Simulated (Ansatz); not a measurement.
# YbSn3 (Pm-3m): equation of state

An exercise on one series of results from a longer session: the logs are not shown, and one member is left open.

Program: Ansatz 0.2.0. Level of theory: DFT PBEsol, scalar-relativistic, plane waves, PAW. These are calculated values, not measurements.

### The starting structure

It takes space group Pm-3m (No. 221, cubic). The conventional cell has a = 4.633 Å, b = 4.633 Å, c = 4.633 Å, α = 90.00°, β = 90.00°, γ = 90.00°. Yb (site symmetry m-3m) has 12 Sn at 3.28 Å as nearest neighbours. Sn (site symmetry 4/mmm) is surrounded by 4 Yb at 3.28 Å and 8 Sn at 3.28 Å.

As a file:

```
CELL_PARAMETERS angstrom
4.63269 0.00000 0.00000
0.00000 4.63269 0.00000
0.00000 0.00000 4.63269
ATOMIC_POSITIONS crystal
Yb 0.00000 0.00000 0.00000
Sn 0.00000 0.50000 0.50000
Sn 0.50000 0.00000 0.50000
Sn 0.50000 0.50000 0.00000
```

This cell comes from an earlier session at PBEsol: 24.856 Å³/atom at 0.02 GPa, on a 8×8×8 mesh.

Volume factors to run: 0.980, 1.020, 0.960, 1.040.

Set-up of the first run:

Input file input.yaml:

```yaml
crystal:
  lattice:
    - [4.6015931534, 0.0, 0.0]
    - [0.0, 4.6015931534, 0.0]
    - [0.0, 0.0, 4.6015931534]
  atoms:
    - { symbol: Yb, position: [0.0, 0.0, 0.0] }
    - { symbol: Sn, position: [0.0, 0.5, 0.5] }
    - { symbol: Sn, position: [0.5, 0.0, 0.5] }
    - { symbol: Sn, position: [0.5, 0.5, 0.0] }
basis:
  ecutwfc: 420
  ecutrho_ratio: 4
kpoints:
  mp_grid: { grid: [8, 8, 8] }
hamiltonian:
  xc: pbesol
scf:
  occupations: { method: gaussian, width: 0.05 }
output:
  forces: true
  stress: true
  eigenvalues: true
```

On the command line:

```sh
> ansatz run input.yaml --threads 2 --pin off --max-ram 5120MiB --backend cpu --events-out ev --progress --plain --runs-dir out
```

Steps of the session up to this table: Scaling the volume by 0.980; At 1.020 of the relaxed volume; Volume × 0.960; At 1.040 of the relaxed volume.

One table of the session follows, with a row left open; its other results are not shown here.

It belongs to the step «The fit». 

| volume (Å³/atom) | energy (meV/atom) | pressure (GPa) |
| --- | --- | --- |
| 23.862 | 7.89 | 2.60 |
| 24.359 | 1.96 | 1.24 |
| 24.856 | 0.00 | 0.02 |
| 25.354 | ? | ? |
| 25.851 | 6.50 | -2.04 |

Estimate the missing values for volume (Å³/atom) = 25.354.

Worked estimate for «energy (meV/atom)». A straight line through the neighbours (24.856, 0.00) and (25.851, 6.50) gives 0.00 + (6.50 − 0.00) × (25.354 − 24.856) / (25.851 − 24.856) = 3.25; a parabola fitted to 3 rows on both sides gives 1.52.

As computed: energy (meV/atom): 1.64; pressure (GPa): -1.08. In «energy (meV/atom)» the line misses by +1.61 and the parabola by -0.12.
